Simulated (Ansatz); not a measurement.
# CH₈NSi₂ radical: one species, many methods

One table from this session's results is given with a row withheld; the runs are named, their logs left out.

Program: Ansatz 0.2.0, Gaussian basis. Level of theory: functionals in def2-TZVPP, the program's frozen cores in correlated methods. These are calculated values, not measurements.

Plan: LDA (SPW92), PBE-D4, revPBE-D4, BLYP-D4, r2SCAN-D4, B97M-V, PBE0-D4, B3LYP-D4, r2SCANh-D4, r2SCAN0-D4, HSE06-D4, BHLYP-D4, CAM-B3LYP-D4, LC-ωPBE, ωB97X-V, ωB97M-V, B2PLYP, PBE-QIDH; CCSD(T)/def2-SVP; CCSD(T)/def2-TZVPP; MP2/def2-QZVPP; extrapolation to the limit; RPA on PBE.

### The geometry

All runs share one geometry, relaxed beforehand with PBE0-D4 in a triple-zeta def2 set.

SMILES `CN([SiH2])[SiH3]`, 12 atoms, charge 0, spin multiplicity 2.

Atoms are counted from 1 here; the program's logs count them from 0.

Bond lengths: C1–N2 1.460 Å, C1–H5 1.096 Å, C1–H6 1.093 Å, C1–H7 1.095 Å, N2–Si3 1.729 Å, N2–Si4 1.733 Å, Si3–H8 1.496 Å, Si3–H9 1.491 Å, Si4–H10 1.490 Å, Si4–H11 1.489 Å, Si4–H12 1.482 Å. Angles: N2–C1–H5 112.2°, N2–C1–H6 110.7°, N2–C1–H7 110.6°, H5–C1–H6 107.9°, H5–C1–H7 107.9°, H6–C1–H7 107.3°, C1–N2–Si3 118.6°, C1–N2–Si4 116.4°, Si3–N2–Si4 124.3°, N2–Si3–H8 107.8°, N2–Si3–H9 108.0°, H8–Si3–H9 110.9°, N2–Si4–H10 111.3°, N2–Si4–H11 109.5°, N2–Si4–H12 108.4°, H10–Si4–H11 107.4°, H10–Si4–H12 109.8°, H11–Si4–H12 110.5°.

As a file:

```xyz
12
charge 0, multiplicity 2
C    -0.5235    1.3395   -0.2236
N    -0.1112   -0.0101    0.1509
Si   -0.7112   -0.6787    1.6285
Si    0.7590   -0.9102   -1.0472
H    -1.3386    1.3351   -0.9559
H    -0.8628    1.8967    0.6533
H     0.3161    1.8934   -0.6569
H    -0.6638    0.3954    2.6689
H     0.1670   -1.8230    2.0061
H    -0.0357   -1.0532   -2.2993
H     2.0143   -0.1898   -1.3974
H     1.0673   -2.2503   -0.4934
```

Set-up of the first run:

Input file in.yaml:

```yaml
crystal:
  periodic: [false, false, false]
  atoms:
    - {symbol: C, position_ang: [-0.523508, 1.339547, -0.223633]}
    - {symbol: N, position_ang: [-0.111169, -0.010123, 0.150861]}
    - {symbol: Si, position_ang: [-0.711208, -0.678672, 1.628478]}
    - {symbol: Si, position_ang: [0.758997, -0.910226, -1.047155]}
    - {symbol: H, position_ang: [-1.338591, 1.335124, -0.955859]}
    - {symbol: H, position_ang: [-0.862757, 1.896745, 0.653339]}
    - {symbol: H, position_ang: [0.316107, 1.893357, -0.656863]}
    - {symbol: H, position_ang: [-0.663762, 0.395424, 2.668913]}
    - {symbol: H, position_ang: [0.167015, -1.823020, 2.006059]}
    - {symbol: H, position_ang: [-0.035737, -1.053233, -2.299324]}
    - {symbol: H, position_ang: [2.014291, -0.189801, -1.397375]}
    - {symbol: H, position_ang: [1.067324, -2.250322, -0.493440]}
basis:
  gaussian: {orbitals: def2-TZVPP}
magnetization: {spin_polarized: true, initial_magnetization: 1}
hamiltonian: {xc: lda}
output: {orbitals: {seedname: orbitals}}
```

Among the steps run: LDA; PBE-D4 (GGA); revPBE-D4 (GGA); BLYP-D4 (GGA); r2SCAN-D4 (meta-GGA); B97M-V (meta-GGA); PBE0-D4 (hybrid); B3LYP-D4 (hybrid); r2SCANh-D4 (hybrid); r2SCAN0-D4 (hybrid); HSE06-D4 (hybrid); BHLYP-D4 (hybrid); CAM-B3LYP-D4 (range-separated); LC-ωPBE-D4 (range-separated; the results give it without D4); ωB97X-V (range-separated); ωB97M-V (range-separated); B2PLYP (double hybrid); PBE-QIDH (double hybrid).

One table of the session follows, with a row left open; its other results are not shown here.

It belongs to the step «Frontier levels by functional». 

```
  functional  HOMO (eV)  LUMO (eV)  gap (eV)
 LDA (SPW92)      -4.24      -3.19      1.04
      PBE-D4      -4.29      -2.81      1.48
   revPBE-D4      -4.28      -2.69      1.59
     BLYP-D4      -4.09      -2.83      1.26
   r2SCAN-D4      -4.61      -2.37      2.24
      B97M-V      -4.45      -3.01      1.44
     PBE0-D4      -5.42      -1.90      3.52
    B3LYP-D4      -5.15      -2.29      2.85
  r2SCANh-D4      -5.03      -2.07      2.96
  r2SCAN0-D4          ?          ?         ?
    HSE06-D4      -5.02      -2.28      2.74
    BHLYP-D4      -6.38      -1.12      5.26
CAM-B3LYP-D4      -6.62      -1.02      5.60
     LC-ωPBE      -8.03       0.37      8.40
     ωB97X-V      -7.56      -0.16      7.40
     ωB97M-V      -7.22      -0.33      6.89
```

**Question.** Estimate the row for r2SCAN0-D4.

Worked estimate for «HOMO (eV)». Against the share of exact exchange, r2SCAN-D4 (0, -4.61), r2SCANh-D4 (0.1, -5.03) give a slope of -4.20 per unit share; at 0.25 the line stands at -5.66.

The run gave: HOMO (eV): -5.66; LUMO (eV): -1.62; gap (eV): 4.04. In «HOMO (eV)» the line misses by 0.00.
